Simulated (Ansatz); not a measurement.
# ClFH₆OSi (built from SMILES F.O.[SiH3]Cl): a short trajectory

Aim: follow the atoms for 60 steps of 0.75 fs at constant energy, with velocities drawn for 200 K, and see to which side of the barrier the system falls.

Method: BHLYP-D4/def2-SVPD; program: Ansatz 0.2.0, Gaussian basis.

1 further run of the same task is left out (it didn't finish).

## Step 1: Starting geometry

The start, a first-order saddle point found at PBE0-D4 in triple zeta: 10 atoms, charge 0, spin multiplicity 1.

Atoms are counted from 1 here; the program's logs count them from 0.

Bond lengths: Si1–H2 1.640 Å, Si1–H3 1.500 Å, Si1–H4 1.482 Å, Si1–Cl5 2.352 Å, Si1–F7 1.611 Å, H6–O9 0.968 Å, H8–O9 1.188 Å, O9–H10 1.017 Å. Angles: H2–Si1–H3 83.7°, H2–Si1–H4 142.4°, H2–Si1–Cl5 81.1°, H2–Si1–F7 100.7°, H3–Si1–H4 100.5°, H3–Si1–Cl5 159.4°, H3–Si1–F7 103.2°, H4–Si1–Cl5 83.4°, H4–Si1–F7 114.4°, Cl5–Si1–F7 93.4°, H6–O9–H8 106.3°, H6–O9–H10 106.3°, H8–O9–H10 92.0°.

Geometry (Å):

```xyz
10
charge 0, multiplicity 1
Si   -0.8145    0.5206   -0.7999
H     0.3860   -0.5893   -0.9252
H    -1.4737   -0.3159   -1.8567
H    -1.2093    1.8777   -1.2454
Cl    0.8756    1.6834    0.3496
H     0.4960   -1.2741    1.6713
F    -1.5327    0.0309    0.5567
H     0.7396   -0.9101   -0.0031
O     1.2171   -1.0153    1.0794
H     1.3159   -0.0077    1.1731
```

## Step 2: Dynamics

md/in.yaml reads:

```yaml
crystal:
  periodic: [false, false, false]
  atoms:
    - {symbol: Si, position_ang: [-0.814492, 0.520554, -0.799863]}
    - {symbol: H, position_ang: [0.386044, -0.589305, -0.925183]}
    - {symbol: H, position_ang: [-1.473693, -0.315937, -1.856662]}
    - {symbol: H, position_ang: [-1.209336, 1.877674, -1.245422]}
    - {symbol: Cl, position_ang: [0.875554, 1.683394, 0.349578]}
    - {symbol: H, position_ang: [0.496033, -1.274131, 1.671315]}
    - {symbol: F, position_ang: [-1.532690, 0.030929, 0.556738]}
    - {symbol: H, position_ang: [0.739608, -0.910095, -0.003099]}
    - {symbol: O, position_ang: [1.217109, -1.015344, 1.079396]}
    - {symbol: H, position_ang: [1.315861, -0.007738, 1.173102]}
basis:
  gaussian: {orbitals: def2-SVPD}
hamiltonian: {xc: {name: BHLYP}, dispersion: d4}
md: {n_steps: 60, timestep: 0.75, temperature: 200, ensemble: nve, seed: 911, initial_velocities: maxwell_boltzmann}
```

On the command line:

```console
ansatz run in.yaml --threads 4 --pin off --events-out ev --progress --plain --max-ram 9574MiB
```

**Question.** What will these runs give? Wanted: temperature at the start; mean temperature, second half; lowest and highest potential energy, from the first frame; largest change of potential + kinetic; bonds lost by distance; bonds made by distance.

**Answer**, as computed:

```
                                                 quantity              value
                                                   length  60 steps, 45.0 fs
                                 temperature at the start              200 K
                            mean temperature, second half             1011 K
lowest and highest potential energy, from the first frame   -1282 and 76 meV
                    largest change of potential + kinetic            6.4 meV
                                   bonds lost by distance    Si1–Cl5, O9–H10
                                   bonds made by distance            Cl5–H10
```

In words: The system runs downhill by 1.28 eV, and that energy turns into motion. With no thermostat the total energy should stay fixed; it holds within 6.4 meV, small beside the kinetic energy, so the time step serves. With 10 atoms the instant temperature spans 128 to 1439 K.
